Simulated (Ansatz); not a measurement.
**CH4AlSe radical: basis-set convergence**

One table from this session's results is given with a row withheld; the runs are named, their logs left out.

The runs use Ansatz 0.2.0, Gaussian basis; one geometry, several basis sets.

Plan: PBE0-D4/def2-SVP; ωB97M-V/def2-SVP; PBE0-D4/def2-QZVPP; ωB97M-V/def2-QZVPP; the functionals' def2-TZVPP values are taken from earlier runs.

## Structure used throughout

All runs share one geometry, relaxed beforehand with PBE0-D4 in a triple-zeta def2 set.

SMILES `[CH3][Al][SeH]`, 7 atoms, charge 0, spin multiplicity 2.

Atoms are counted from 1 here; the program's logs count them from 0.

Bond lengths: C1–Al2 1.965 Å, C1–H4 1.095 Å, C1–H5 1.095 Å, C1–H6 1.091 Å, Al2–Se3 2.344 Å, Se3–H7 1.468 Å. Angles: Al2–C1–H4 109.3°, Al2–C1–H5 109.8°, Al2–C1–H6 112.9°, H4–C1–H5 107.8°, H4–C1–H6 108.2°, H5–C1–H6 108.6°, C1–Al2–Se3 114.9°, Al2–Se3–H7 93.0°.

Geometry (Å):

```xyz
7
CH4AlSe
C    -1.1643    0.3749   -0.3159
Al    0.1697   -0.5904    0.7574
Se    2.3872   -0.3358    0.0411
H    -1.2466   -0.0969   -1.3007
H    -0.8412    1.4098   -0.4666
H    -2.1545    0.3817    0.1426
H     2.9110   -1.2115    1.0963
```

Set-up of the first run:

Contents of in.yaml:

```yaml
crystal:
  periodic: [false, false, false]
  atoms:
    - {symbol: C, position_ang: [-1.164250, 0.374926, -0.315880]}
    - {symbol: Al, position_ang: [0.169670, -0.590393, 0.757429]}
    - {symbol: Se, position_ang: [2.387243, -0.335758, 0.041059]}
    - {symbol: H, position_ang: [-1.246563, -0.096938, -1.300678]}
    - {symbol: H, position_ang: [-0.841228, 1.409829, -0.466609]}
    - {symbol: H, position_ang: [-2.154531, 0.381735, 0.142597]}
    - {symbol: H, position_ang: [2.910959, -1.211501, 1.096282]}
basis:
  gaussian: {orbitals: def2-SVP}
magnetization: {spin_polarized: true, initial_magnetization: 1}
hamiltonian: {xc: pbe0, dispersion: d4}
output: {orbitals: {seedname: orbitals}}
```

Steps of the session up to this table: PBE0-D4 in def2-SVP; ωB97M-V in def2-SVP; PBE0-D4 in def2-QZVPP; ωB97M-V in def2-QZVPP.

One of the session's tables, all rows but one given; the rest of the session is left out.

It belongs to the step «Functionals by basis». 

```
functional       basis  HOMO (eV)  LUMO (eV)
   PBE0-D4    def2-SVP      -5.53      -2.37
   PBE0-D4  def2-TZVPP      -5.55      -2.38
   PBE0-D4  def2-QZVPP      -5.57      -2.40
   ωB97M-V    def2-SVP      -7.13      -0.94
   ωB97M-V  def2-TZVPP          ?          ?
   ωB97M-V  def2-QZVPP      -7.21      -1.04
```

Q: Estimate the row for ωB97M-V, def2-TZVPP from the others.

**Answer.** HOMO (eV): -7.17; LUMO (eV): -0.95. In the column «HOMO (eV)» it lies between ωB97M-V, def2-QZVPP (-7.21) and ωB97M-V, def2-SVP (-7.13).
